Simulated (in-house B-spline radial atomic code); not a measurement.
# Co⁵⁺: binding energies from hole states

How much more does a second hole in Co⁵⁺ cost because of the first?

The numbers are computed with in-house B-spline radial atomic code version 1 (Dirac-Hartree-Fock, average of configuration, Fermi nucleus, basis-set limit), except any that are marked as measured or tabulated.

**1. Starting point**

| Quantity | Value |
| --- | --- |
| element | cobalt (Z = 27) |
| charge | +5 |
| electrons | 22 |
| configuration | [Ar] 3d4 |
| Hamiltonian | Dirac-Coulomb |
| nucleus | Fermi, rms radius 3.788 fm |

Outer shells as boxes (Hund's rule):

[Ar] 3d4
```
[Ar] core
3d [↑ ][↑ ][↑ ][↑ ][  ]
```

The boxes draw the filling by Hund's rule, which heavy ions in jj coupling don't follow; these runs average over all states of the configuration.

Settings of the run:

```ini
Z = 27
electrons = 22.0
configuration = [Ar] 3d4
hamiltonian = dirac
method = hf
spin_polarised = False
nucleus = fermi
rms_radius = 3.7875
mass_number = 59
atomic_mass = 58.933193524
speed_of_light = 137.035999084
```

From the earlier run of the reference: total energy -1385.234378 hartree. Levels, eight at most:

```csv
orbital,occupation,energy (eV),<r> (bohr)
2s1/2,2,-1057.33,0.2538
2p1/2,2,-924.73,0.2223
2p3/2,4,-909.69,0.2253
3s1/2,2,-210.54,0.7497
3p1/2,2,-167.02,0.7730
3p3/2,4,-164.88,0.7804
3d3/2,1.6,-102.12,0.8238
3d5/2,2.4,-101.86,0.8262
```

Single holes known from earlier runs (ΔSCF): 1s 7832.84 eV, 2p1/2 908.87 eV, 2p3/2 894.06 eV, 3s 208.14 eV, 3p1/2 164.68 eV, 3p3/2 162.61 eV, 3d 99.865 eV.

**2. The 2p3/2 and 3p1/2 holes**

In configurations, a minus sign after the shell means j = l − 1/2 and a plus sign j = l + 1/2; the count of electrons follows.

Settings of the run:

```ini
Z = 27
electrons = 20.0
configuration = 1s2 2s2 2p-2 2p+3 3s2 3p-1 3p+4 3d4
hamiltonian = dirac
method = hf
spin_polarised = False
nucleus = fermi
rms_radius = 3.7875
mass_number = 59
atomic_mass = 58.933193524
speed_of_light = 137.035999084
```

**3. The 3p3/2 and 3p1/2 holes**

Changes to the settings of step 2:

```diff
@@ -2,3 +2,3 @@
 electrons = 20.0
-configuration = 1s2 2s2 2p-2 2p+3 3s2 3p-1 3p+4 3d4
+configuration = 1s2 2s2 2p6 3s2 3p-1 3p+3 3d4
 hamiltonian = dirac
```

**4. The 3s and 3d holes**

Changes to the settings of step 3:

```diff
@@ -2,3 +2,3 @@
 electrons = 20.0
-configuration = 1s2 2s2 2p6 3s2 3p-1 3p+3 3d4
+configuration = 1s2 2s2 2p6 3s1 3p6 3d3
 hamiltonian = dirac
```

**5. The 2p1/2 and 3p3/2 holes**

Changes to the settings of step 4:

```diff
@@ -2,3 +2,3 @@
 electrons = 20.0
-configuration = 1s2 2s2 2p6 3s1 3p6 3d3
+configuration = 1s2 2s2 2p-1 2p+4 3s2 3p-2 3p+3 3d4
 hamiltonian = dirac
```

**6. The 1s and 1s holes**

Changes to the settings of step 5:

```diff
@@ -2,3 +2,3 @@
 electrons = 20.0
-configuration = 1s2 2s2 2p-1 2p+4 3s2 3p-2 3p+3 3d4
+configuration = 2s2 2p6 3s2 3p6 3d4
 hamiltonian = dirac
```

**Question.** What does each hole state cost in eV, and how does that compare with the orbital energies or single holes?

As calculated:

| two holes | ΔSCF (eV) | less the two single holes (eV) |
| --- | --- | --- |
| 2p3/2 and 3p1/2 | 1091.79 | 33.05 |
| 3p3/2 and 3p1/2 | 353.45 | 26.16 |
| 3s and 3d | 334.32 | 26.31 |
| 2p1/2 and 3p3/2 | 1104.33 | 32.85 |
| 1s and 1s | 16052.5 | 386.78 |

Two holes cost more than the sum of each, because the second electron leaves a more charged ion. The excess runs from 26.2 eV (3p3/2 and 3p1/2) to 386.8 eV (1s and 1s); it tends to be largest where both holes are compact. Values are for the free ion, measured from the vacuum level.
